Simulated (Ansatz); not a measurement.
# LiRu: the cost of one run

Method: DFT LDA, scalar-relativistic, plane waves, PAW, in Ansatz 0.2.0.

3 further runs of the same task are left out: 3 that didn't finish.

### Step 1. The system as given

Symmetry: Fd-3m, No. 227, cubic system. The conventional cell has a = 5.885 Å, b = 5.885 Å, c = 5.885 Å, α = 90.00°, β = 90.00°, γ = 90.00°. Li (site symmetry -43m) is surrounded by 4 Li at 2.55 Å and 4 Ru at 2.55 Å. Ru (site symmetry -43m) is surrounded by 4 Li at 2.55 Å and 4 Ru at 2.55 Å.

Structure file:

```cif
data_structure
_symmetry_space_group_name_H-M 'P 1'
_symmetry_Int_Tables_number 1
_cell_length_a 4.1614
_cell_length_b 4.1614
_cell_length_c 4.1614
_cell_angle_alpha 60.000
_cell_angle_beta 60.000
_cell_angle_gamma 60.000
_cell_volume 50.96
loop_
_atom_site_label
_atom_site_type_symbol
_atom_site_fract_x
_atom_site_fract_y
_atom_site_fract_z
_atom_site_occupancy
Li1 Li 0.75000 0.75000 0.75000 1
Li2 Li 0.50000 0.50000 0.50000 1
Ru1 Ru 0.25000 0.25000 0.25000 1
Ru2 Ru 0.00000 0.00000 0.00000 1
```

The cell was relaxed beforehand at this level, from a generated guess; it needn't be the stable form of this composition. At a tolerance of 0.05 Å it has space group Fd-3m (No. 227); it has 12.74 Å³/atom, an uncorrected energy of +0.10 eV/atom over the elements and, on its mesh, gap none (metal).

### Step 2. Level of theory: LDA

input.yaml reads:

```yaml
crystal:
  lattice:
    - [0.0, 2.9425249869, 2.9425249869]
    - [2.9425249869, 0.0, 2.9425249869]
    - [2.9425249869, 2.9425249869, 0.0]
  atoms:
    - { symbol: Li, position: [0.75, 0.75, 0.75] }
    - { symbol: Li, position: [0.5, 0.5, 0.5] }
    - { symbol: Ru, position: [0.25, 0.25, 0.25] }
    - { symbol: Ru, position: [0.0, 0.0, 0.0] }
basis:
  ecutwfc: 420
kpoints:
  mp_grid: { grid: [14, 14, 14] }
  band_path:
    path:
      - [[0.0, 0.0, 0.0], [0.5, 0.0, 0.5], [0.625, 0.25, 0.625]]
      - [[0.375, 0.375, 0.75], [0.0, 0.0, 0.0], [0.5, 0.5, 0.5], [0.5, 0.25, 0.75], [0.5, 0.0, 0.5]]
    npoints: 14
hamiltonian:
  xc: lda
scf:
  occupations: { method: gaussian, width: 0.1 }
  n_extra_bands: 10
output:
  forces: true
  stress: true
  eigenvalues: true
  populations: true
  dos: { projected: true, de: 0.02, nscf_kmesh: { grid: [17, 17, 17] } }
  bader: true
  write_density: true
  write_potential: true
  elf: true
  volumetric_format: npy
```

On the command line:

```sh
> ansatz run input.yaml --threads 1 --pin off --max-ram 2048MiB --backend cpu --events-out ev --progress --plain --runs-dir out
```

Q: Estimate wall time and peak memory on 1 thread of Arm Neoverse V1, shared host.

About 46 s, with a peak of 0.4 GiB.
